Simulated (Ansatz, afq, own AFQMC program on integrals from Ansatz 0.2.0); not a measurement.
# NH2Br (triplet): AFQMC on the coupled-cluster ladder at distance Br1–H2 along a hydrogen transfer = 1.585 Å, cc-pVTZ

Aim: compute NH2Br (triplet) with auxiliary-field quantum Monte Carlo on the same integrals as coupled cluster, and set the energies side by side.

Program: Ansatz 0.2.0, Gaussian basis, and an in-house AFQMC program (afq) on its integrals; all values are calculated. Level of theory: cc-pVTZ, frozen cores. These are calculated values, not measurements.

The runs, in order: PBE (unrestricted); CCSD(T) on UHF; r2SCAN (unrestricted); PBE0 (unrestricted); B3LYP (unrestricted); wB97M-V (unrestricted); B2PLYP (unrestricted); Phaseless AFQMC, CISD trial on UHF; Phaseless AFQMC, single-determinant trial on UHF.

8 further runs of the same task are left out: 1 that didn't finish, 7 set aside as unsound or not needed.

### Step 1. What is computed

The geometry derives from fragments relaxed apart (PBE0/def2-TZVP) and kept rigid, so it is no stationary point. A hydrogen atom is moved between rigid fragments. No spin-orbit coupling is included. The filled d shell of Br may be among the frozen orbitals whatever the setting's name suggests; the logs give the count.

4 atoms, charge 0, spin multiplicity 3.

Atoms are counted from 1 here; the program's logs count them from 0.

Bond lengths: Br1–H2 1.585 Å, H2–N3 1.259 Å, N3–H4 1.040 Å. Angles: Br1–H2–N3 180.0°, H2–N3–H4 105.0°.

Coordinates:

```xyz
4
BrH2N
Br   -1.88552    0.25106    0.00000
H    -0.30052    0.25106    0.00000
N     0.95848    0.25106    0.00000
H     1.22756   -0.75317    0.00000
```

### Step 2. PBE (unrestricted)

in.yaml

```yaml
crystal:
  periodic: [false, false, false]
  atoms:
    - {symbol: Br, position_ang: [-1.885520, 0.251057, 0.000000]}
    - {symbol: H, position_ang: [-0.300520, 0.251057, 0.000000]}
    - {symbol: N, position_ang: [0.958480, 0.251057, 0.000000]}
    - {symbol: H, position_ang: [1.227561, -0.753170, 0.000000]}
basis:
  gaussian: {orbitals: cc-pVTZ}
magnetization: {spin_polarized: true, initial_magnetization: 2}
hamiltonian: {xc: {name: PBE}}
output: {orbitals: {seedname: orbitals}}
```

On the command line:

```
ansatz run in.yaml --threads 1 --pin off --events-out ev --progress --plain --max-ram 5632MiB --backend cpu
```

Standard output:

```text
Functional definition: PBE
  name "PBE"
  cite "Perdew, Burke & Ernzerhof, Phys. Rev. Lett. 77, 3865 (1996) doi:10.1103/PhysRevLett.77.3865"
  parent pbe
  parameter kappa = 0.804
  parameter beta = 0.06672455060314922
  exchange = pbe_x(kappa = kappa, mu = beta*pi^2/3)
  correlation = pbe_c(beta = beta)
669 factors; their error is unknown
mean field evaluation 1: about -71524.6108 eV, gradient 6.8e1 eV
mean field evaluation 2: about -71293.5267 eV, gradient 1.5e2 eV
mean field evaluation 4: about -71553.1901 eV, gradient 1.6e1 eV
mean field evaluation 8: about -71555.0037 eV, gradient 4.0e-1 eV
mean field evaluation 16: about -71554.9973 eV, gradient 1.9e-4 eV
mean field evaluation 32: about -71554.2902 eV, gradient 2.9e0 eV
mean field evaluation 64: about -71552.3827 eV, gradient 1.1e0 eV
mean field -71554.99729087 eV, -2629.5976487202 hartree, gradient 3.6e-5 eV, S^2 2.006571; 6 other end points of the search recorded, 0 dependent functions left out
reference -71554.99731609 eV, -2629.5976496472 hartree; 23, 21 occupied and 78, 80 virtual orbitals, 669 factors
Total energy: -71554.99731609 eV, -2629.5976496472 hartree
```

Run time: 7 s. Hardware: 1 thread of AMD EPYC 7R13 (Zen 3), shared host; peak memory 1.8 GiB.

From the report: ⟨S²⟩ of the determinant 2.007 (pure triplet: 2.00).

### Step 3. CCSD(T) on UHF

in.yaml: that of step 2 with these lines changed.

```diff
@@ -10,3 +10,2 @@
 magnetization: {spin_polarized: true, initial_magnetization: 2}
-hamiltonian: {xc: {name: PBE}}
-output: {orbitals: {seedname: orbitals}}
+correlation: {method: ccsd_t, electrons: outside_noble_gas, hamiltonian_folder: ham}
```

On the command line:

```
ansatz run in.yaml --threads 1 --pin off --events-out ev --progress --plain --max-ram 16896MiB --backend cuda --devices 0, --max-vram 18GiB
```

Standard output, cut to the lines that bear on the results:

```text
Functional definition: HF
  name "HF"
  cite "Fock, Z. Phys. 61, 126 (1930) doi:10.1007/BF01340294"
  parent pbe
[...]
617 factors; integrals over basis functions are off by at most 1.2e-3 eV
[...]
mean field -71511.50289995 eV, -2627.9992593354 hartree, gradient 1.4e-6 eV, S^2 2.052571; 9 other end points of the search recorded, 0 dependent functions left out
determinant -71511.50289995 eV, -2627.9992593354 hartree, with singles and doubles -71521.54298454 eV, -2628.3682256389 hartree
determinant -71509.62650841 eV, -2627.9303032184 hartree, with singles and doubles -71519.82691947 eV, -2628.3051614106 hartree
determinant -71509.59507488 eV, -2627.9291480574 hartree, with singles and doubles -71519.78115297 eV, -2628.3034795228 hartree
determinant -71508.27636443 eV, -2627.8806863424 hartree, with singles and doubles -71518.47930321 eV, -2628.2556374267 hartree
determinant -71508.08396663 eV, -2627.8736158533 hartree, with singles and doubles -71518.36527046 eV, -2628.2514468004 hartree
15 core orbitals not correlated: weight in the atoms' cores, before any rotation towards them, 1.000 or more for the frozen orbitals, at most 0.000 for the correlated occupied ones
reference -71511.50289995 eV, -2627.9992593354 hartree; 8, 6 occupied and 78, 80 virtual orbitals, 617 factors
second order -8.99615014 eV of doubles, -0.00000000 eV of singles
cycle   1  -9.96835879 eV  change   -6.1e-1 eV  update   1.7e-2
[...]
cycle  11  -9.99430277 eV  change   -5.2e-6 eV  update   1.5e-5
perturbative correction -0.36780982 eV, -0.0135167617 hartree
Total energy: -71521.86501254 eV, -2628.3800599494 hartree
```

Run time: 16 s. Hardware: 1 × NVIDIA H100 80GB HBM3 with 1 thread of AMD EPYC 7R13 (Zen 3), shared host; peak host memory 1.8 GiB.

From the report: ⟨S²⟩ of the determinant 2.053 (pure triplet: 2.00); correlation -10.3621 eV; T1 0.020; largest double amplitude 0.04.

This run also writes the integrals to the folder ham.

### Step 4. r2SCAN (unrestricted)

in.yaml: that of step 3 with these lines changed.

```diff
@@ -10,2 +10,2 @@
 magnetization: {spin_polarized: true, initial_magnetization: 2}
-correlation: {method: ccsd_t, electrons: outside_noble_gas, hamiltonian_folder: ham}
+hamiltonian: {xc: {name: r2SCAN}}
```

On the command line:

```
ansatz run in.yaml --threads 1 --pin off --events-out ev --progress --plain --max-ram 5632MiB --backend cpu
```

Standard output, cut to the lines that bear on the results:

```text
Functional definition: r2SCAN
  name "r2SCAN"
  cite "Furness, Kaplan, Ning, Perdew & Sun, J. Phys. Chem. Lett. 11, 8208 (2020) doi:10.1021/acs.jpclett.0c02405"
  cite "Furness, Kaplan, Ning, Perdew & Sun, J. Phys. Chem. Lett. 11, 9248 (2020) doi:10.1021/acs.jpclett.0c03077"
  parent r2scan
[...]
669 factors; their error is unknown
[...]
mean field -71566.16163039 eV, -2630.0079306304 hartree, gradient 5.0e-5 eV, S^2 2.012823; 4 other end points of the search recorded, 0 dependent functions left out
reference -71566.16163873 eV, -2630.0079309367 hartree; 23, 21 occupied and 78, 80 virtual orbitals, 669 factors
Total energy: -71566.16163873 eV, -2630.0079309367 hartree
```

Run time: 10 s. Hardware: 1 thread of AMD EPYC 7R13 (Zen 3), shared host; peak memory 1.8 GiB.

From the report: ⟨S²⟩ of the determinant 2.013 (pure triplet: 2.00).

### Step 5. PBE0 (unrestricted)

in.yaml: that of step 4 with these lines changed.

```diff
@@ -10,2 +10,3 @@
 magnetization: {spin_polarized: true, initial_magnetization: 2}
-hamiltonian: {xc: {name: r2SCAN}}
+hamiltonian: {xc: {name: PBE0}}
+output: {orbitals: {seedname: orbitals}}
```

The command is unchanged.

Standard output:

```text
Functional definition: PBE0
  name "PBE0"
  cite "Adamo & Barone, J. Chem. Phys. 110, 6158 (1999) doi:10.1063/1.478522"
  cite "Perdew, Burke & Ernzerhof, Phys. Rev. Lett. 77, 3865 (1996) doi:10.1103/PhysRevLett.77.3865"
  parent pbe
  parameter a = 0.25
  parameter kappa = 0.804
  parameter beta = 0.06672455060314922
  exchange = (1 - a)*pbe_x(kappa = kappa, mu = beta*pi^2/3) + a*exact_x
  correlation = pbe_c(beta = beta)
711 factors; their error is unknown
mean field evaluation 1: about -71541.1275 eV, gradient 5.1e1 eV
mean field evaluation 2: about -71449.8285 eV, gradient 1.1e2 eV
mean field evaluation 4: about -71556.5166 eV, gradient 9.6e0 eV
mean field evaluation 8: about -71557.1847 eV, gradient 2.0e-1 eV
mean field evaluation 16: about -71557.4100 eV, gradient 3.7e-4 eV
mean field -71557.41002981 eV, -2629.6863152409 hartree, gradient 5.0e-5 eV, S^2 2.013344; 0 other end points of the search recorded, 0 dependent functions left out
reference -71557.41004912 eV, -2629.6863159506 hartree; 23, 21 occupied and 78, 80 virtual orbitals, 711 factors
Total energy: -71557.41004912 eV, -2629.6863159506 hartree
```

Run time: 2.4 s. Hardware: 1 thread of AMD EPYC 7R13 (Zen 3), shared host; peak memory 1.8 GiB.

From the report: ⟨S²⟩ of the determinant 2.013 (pure triplet: 2.00).

### Step 6. B3LYP (unrestricted)

in.yaml: that of step 5 with these lines changed.

```diff
@@ -10,3 +10,2 @@
 magnetization: {spin_polarized: true, initial_magnetization: 2}
-hamiltonian: {xc: {name: PBE0}}
-output: {orbitals: {seedname: orbitals}}
+hamiltonian: {xc: {name: B3LYP}}
```

Launched as before.

Standard output, cut to the lines that bear on the results:

```text
Functional definition: B3LYP
  name "B3LYP"
  cite "Stephens, Devlin, Chabalowski & Frisch, J. Phys. Chem. 98, 11623 (1994) doi:10.1021/j100096a001"
  cite "Becke, Phys. Rev. A 38, 3098 (1988) doi:10.1103/PhysRevA.38.3098"
  cite "Lee, Yang & Parr, Phys. Rev. B 37, 785 (1988) doi:10.1103/PhysRevB.37.785"
  cite "Vosko, Wilk & Nusair, Can. J. Phys. 58, 1200 (1980) doi:10.1139/p80-159"
[...]
699 factors; their error is unknown
[...]
mean field -71568.20344906 eV, -2630.0829660825 hartree, gradient 3.0e-5 eV, S^2 2.011010; 2 other end points of the search recorded, 0 dependent functions left out
reference -71568.20362846 eV, -2630.0829726752 hartree; 23, 21 occupied and 78, 80 virtual orbitals, 699 factors
Total energy: -71568.20362846 eV, -2630.0829726752 hartree
```

It took 2.8 s on 1 thread of AMD EPYC 7R13 (Zen 3), shared host; peak memory 1.8 GiB.

From the report: ⟨S²⟩ of the determinant 2.011 (pure triplet: 2.00).

### Step 7. wB97M-V (unrestricted)

in.yaml: that of step 6 with these lines changed.

```diff
@@ -10,2 +10,3 @@
 magnetization: {spin_polarized: true, initial_magnetization: 2}
-hamiltonian: {xc: {name: B3LYP}}
+hamiltonian: {xc: {name: wB97M-V}}
+output: {orbitals: {seedname: orbitals}}
```

The command is unchanged.

Standard output, cut to the lines that bear on the results:

```text
Functional definition: wB97M-V
  name "wB97M-V"
  cite "Mardirossian & Head-Gordon, J. Chem. Phys. 144, 214110 (2016) doi:10.1063/1.4952647"
  cite "Becke, J. Chem. Phys. 107, 8554 (1997) doi:10.1063/1.475007"
  cite "Vydrov & Van Voorhis, J. Chem. Phys. 133, 244103 (2010) doi:10.1063/1.3521275"
  # Of w^i u^j: cxij and so on, Table III.
[...]
  gx(w, u) = 1 - cx + cx01*u + cx10*w
  gss(w, u) = css00 + css04*u^4 + css10*w + css20*w^2 + css43*w^4*u^3
  gos(w, u) = cos00 + cos10*w + (cos20 + cos21*u)*w^2 + (cos60 + cos61*u)*w^6
[...]
      + integral(e_c_pw_mod_opposite_spin*gos(b97_w_opposite, b97_u_opposite)) + vv10(b, c)
691 factors; their error is unknown
120 factors; integrals over basis functions are off by at most 4.2e-5 eV
[...]
mean field -71562.44349867 eV, -2629.8712918097 hartree, gradient 1.6e-5 eV, S^2 2.014378; 0 other end points of the search recorded, 0 dependent functions left out
reference -71562.44352887 eV, -2629.8712929194 hartree; 23, 21 occupied and 78, 80 virtual orbitals, 691 factors
Total energy: -71562.44352887 eV, -2629.8712929194 hartree
```

Wall time 8.5 s (1 thread of AMD EPYC 7R13 (Zen 3), shared host); peak memory 1.8 GiB.

From the report: ⟨S²⟩ of the determinant 2.014 (pure triplet: 2.00).

### Step 8. B2PLYP (unrestricted)

in.yaml: that of step 7 with these lines changed.

```diff
@@ -10,3 +10,3 @@
 magnetization: {spin_polarized: true, initial_magnetization: 2}
-hamiltonian: {xc: {name: wB97M-V}}
-output: {orbitals: {seedname: orbitals}}
+hamiltonian: {xc: {name: B2PLYP}}
+correlation: {electrons: outside_noble_gas}
```

Same command.

Standard output, cut to the lines that bear on the results:

```text
Functional definition: B2PLYP
  name "B2PLYP"
  cite "Grimme, J. Chem. Phys. 124, 034108 (2006) doi:10.1063/1.2148954"
  cite "Becke, Phys. Rev. A 38, 3098 (1988) doi:10.1103/PhysRevA.38.3098"
  cite "Lee, Yang & Parr, Phys. Rev. B 37, 785 (1988) doi:10.1103/PhysRevB.37.785"
[...]
617 factors; integrals over basis functions are off by at most 1.2e-3 eV
[...]
mean field -71551.61104772 eV, -2629.4732065799 hartree, gradient 9.2e-6 eV, S^2 2.024932; 0 other end points of the search recorded, 0 dependent functions left out
15 core orbitals not correlated: weight in the atoms' cores, before any rotation towards them, 1.000 or more for the frozen orbitals, at most 0.000 for the correlated occupied ones
reference -71551.61116280 eV, -2629.4732108089 hartree; 8, 6 occupied and 78, 80 virtual orbitals, 617 factors
second order -11.07835506 eV of doubles, -0.00000000 eV of singles
Total energy: -71554.60231867 eV, -2629.5831337595 hartree
```

It took 3.4 s on 1 thread of AMD EPYC 7R13 (Zen 3), shared host; peak memory 1.8 GiB.

From the report: ⟨S²⟩ of the determinant 2.025 (pure triplet: 2.00).

### Step 9. Phaseless AFQMC, CISD trial on UHF

It reads the integrals that the CCSD(T) run on this determinant wrote.

On the command line:

```
afq ham --method phaseless --trial cisd --walkers 1500 --populations 20 --least-time 60 --time-step 0.005 --steps-per-block 50 --equilibration-blocks 28 --max-blocks 4000 --target-error 0.00022 --factor-cut 1e-05 --start spin_pure --seed 3350 --release-times 0.24,0.51,0.99,1.62,2.4 --release-step 0.03 --release-every 3 --taylor-order 6
```

Standard output:

```text
orbitals 86  electrons 8 6  factors 556 of 617
reference energy -2627.99925934 Eh
CCSD correlation -0.36728384 Eh in 15 cycles, weight of the determinant in the CISD state 0.8624
energy of the start -2628.363713 Eh
 block  time / (1/Eh)  mean weight  energy / Eh
     1     0.250  1.0000  -2628.360797
     2     0.500  0.9995  -2628.366423
     3     0.750  0.9997  -2628.371163
     4     1.000  1.0003  -2628.373828
     5     1.250  0.9998  -2628.376187
     6     1.500  0.9996  -2628.378499
     7     1.750  1.0000  -2628.380908
     8     2.000  1.0002  -2628.380276
     9     2.250  1.0005  -2628.379650
    10     2.500  0.9995  -2628.378557
    13     3.250  1.0005  -2628.380694
    16     4.000  0.9999  -2628.381846
    19     4.750  0.9998  -2628.381166
    22     5.500  1.0007  -2628.380750
    25     6.250  0.9996  -2628.379374
    28     7.000  1.0009  -2628.379503
    31     7.750  1.0005  -2628.382373
    34     8.500  1.0003  -2628.380362
    37     9.250  1.0004  -2628.381497
    40    10.000  1.0010  -2628.381368
    43    10.750  0.9997  -2628.381076
    46    11.500  1.0005  -2628.382620
    49    12.250  0.9999  -2628.380643
    52    13.000  1.0001  -2628.380959
    55    13.750  1.0005  -2628.381066
    58    14.500  0.9987  -2628.379845
    61    15.250  1.0001  -2628.381293
    64    16.000  1.0004  -2628.382174
    67    16.750  0.9995  -2628.381170
    70    17.500  0.9995  -2628.379400
    73    18.250  0.9997  -2628.379819
    76    19.000  0.9998  -2628.381303
    79    19.750  0.9985  -2628.382831
    82    20.500  0.9996  -2628.381401
    85    21.250  0.9997  -2628.380810
    88    22.000  1.0002  -2628.379500
    91    22.750  0.9997  -2628.382636
    94    23.500  0.9999  -2628.380083
    97    24.250  1.0007  -2628.379665
   100    25.000  1.0004  -2628.380862
   103    25.750  0.9999  -2628.382897
   106    26.500  0.9991  -2628.380806
   109    27.250  0.9995  -2628.380199
   112    28.000  1.0002  -2628.380914
   115    28.750  1.0000  -2628.380680
   118    29.500  0.9998  -2628.381582
   121    30.250  0.9999  -2628.384732
   124    31.000  0.9998  -2628.380983
   127    31.750  1.0005  -2628.379267
error from the spread of 20 populations
released: time / (1/Eh)  energy / Eh  error  mean overlap
  0.24  -2628.381349  0.000167  0.9973
  0.51  -2628.381763  0.000235  0.9962
  0.99  -2628.381681  0.000201  0.9926
  1.62  -2628.382234  0.000278  0.9818
  2.40  -2628.382291  0.000314  0.9777
energy -2628.380995 +/- 0.000202 Eh
```

Run time: 2.9 min. Hardware: 1 × NVIDIA H100 80GB HBM3 with 2 threads of AMD EPYC 7R13 (Zen 3), shared host; peak host memory 1.8 GiB.

Energy -71521.8905 ± 0.0055 eV. Caveats: constraint bias not in the error.

### Step 10. Phaseless AFQMC, single-determinant trial on UHF

It reads the integrals that the CCSD(T) run on this determinant wrote.

On the command line:

```
afq ham --method phaseless --trial hf --walkers 1500 --populations 20 --least-time 40 --time-step 0.005 --steps-per-block 20 --equilibration-blocks 112 --max-blocks 4000 --target-error 0.0011 --factor-cut 1e-05 --start spin_pure --seed 5810 --taylor-order 6
```

Standard output:

```text
orbitals 86  electrons 8 6  factors 556 of 617
reference energy -2627.99925934 Eh
CCSD correlation -0.36728384 Eh in 15 cycles, weight of the determinant in the CISD state 0.8624
energy of the start -2628.000699 Eh
 block  time / (1/Eh)  mean weight  energy / Eh
     1     0.100  1.0018  -2628.104565
     2     0.200  1.0029  -2628.170015
     3     0.300  1.0028  -2628.216616
     4     0.400  1.0023  -2628.248509
     5     0.500  1.0020  -2628.269845
     6     0.600  1.0025  -2628.292876
     7     0.700  1.0013  -2628.310463
     8     0.800  1.0002  -2628.322555
     9     0.900  1.0007  -2628.331191
    10     1.000  1.0009  -2628.339123
    11     1.100  1.0003  -2628.343387
    16     1.600  0.9997  -2628.361915
    21     2.100  0.9997  -2628.371541
    26     2.600  0.9993  -2628.368641
    31     3.100  1.0000  -2628.378554
    36     3.600  1.0002  -2628.380702
    41     4.100  0.9992  -2628.375521
    46     4.600  0.9994  -2628.372355
    51     5.100  1.0006  -2628.379575
    56     5.600  1.0003  -2628.377997
    61     6.100  1.0000  -2628.371408
    66     6.600  1.0003  -2628.379629
    71     7.100  1.0008  -2628.379914
    76     7.600  1.0004  -2628.374881
    81     8.100  1.0008  -2628.378614
    86     8.600  0.9999  -2628.379415
    91     9.100  0.9997  -2628.374112
    96     9.600  0.9998  -2628.375188
   101    10.100  0.9997  -2628.378433
   106    10.600  0.9998  -2628.384060
   111    11.100  0.9996  -2628.378703
   116    11.600  0.9995  -2628.387370
   121    12.100  0.9995  -2628.384791
   126    12.600  0.9996  -2628.380365
   131    13.100  1.0007  -2628.381389
   136    13.600  0.9998  -2628.382969
   141    14.100  0.9986  -2628.378370
   146    14.600  0.9995  -2628.379898
   151    15.100  0.9999  -2628.387270
   156    15.600  0.9994  -2628.382099
   161    16.100  0.9997  -2628.375846
   166    16.600  1.0001  -2628.381842
   171    17.100  1.0007  -2628.387924
   176    17.600  1.0010  -2628.380325
   181    18.100  0.9997  -2628.390487
   186    18.600  1.0002  -2628.383215
   191    19.100  1.0000  -2628.373959
   196    19.600  1.0003  -2628.375064
   201    20.100  0.9999  -2628.382470
   206    20.600  1.0001  -2628.384218
   211    21.100  0.9998  -2628.373958
   216    21.600  0.9998  -2628.376441
   221    22.100  0.9995  -2628.386896
error from the spread of 20 populations
energy -2628.381221 +/- 0.001080 Eh
```

Run time: 44 s. Hardware: 1 × NVIDIA H100 80GB HBM3 with 2 threads of AMD EPYC 7R13 (Zen 3), shared host; peak host memory 1.8 GiB.

Energy -71521.8966 ± 0.0294 eV. Caveats: constraint bias not in the error.

### Step 11. AFQMC on the ladder

On the UHF determinant, counted from CCSD(T) (a yardstick, not exact):

```
                                                              level  energy (eV)  from CCSD(T) (kJ/mol)  statistical error (kJ/mol)     time
                                                                 HF  -71511.5029                 +999.8                                     
                                                                MP2  -71520.4991                 +131.8                                     
                                                               CCSD  -71521.4972                  +35.5                                     
                                                            CCSD(T)  -71521.8650                    0.0                                     
              Phaseless AFQMC, CISD trial, step 0.005, 1500 walkers  -71521.8905                   -2.5                         0.5  2.9 min
Phaseless AFQMC, single-determinant trial, step 0.005, 1500 walkers  -71521.8966                   -3.0                         2.8     44 s
```

The functionals' totals stand on their own zeros and serve differences with other points: PBE -71554.997 eV; r2SCAN -71566.162 eV; PBE0 -71557.410 eV; B3LYP -71568.204 eV; wB97M-V -71562.444 eV; B2PLYP -71554.602 eV.

### Step 12. Results

| quantity | value |
| --- | --- |
| Phaseless AFQMC, CISD trial on UHF from CCSD(T) | -2.5 ± 0.5 kJ/mol |
| Phaseless AFQMC, single-determinant trial on UHF from CCSD(T) | -3.0 ± 2.8 kJ/mol |

On UHF the phaseless walk with the CISD trial lies -2.5 kJ/mol from CCSD(T), 5 times its error bar. Error bars are statistical and leave out the constraint, the time step and what remains of the start.
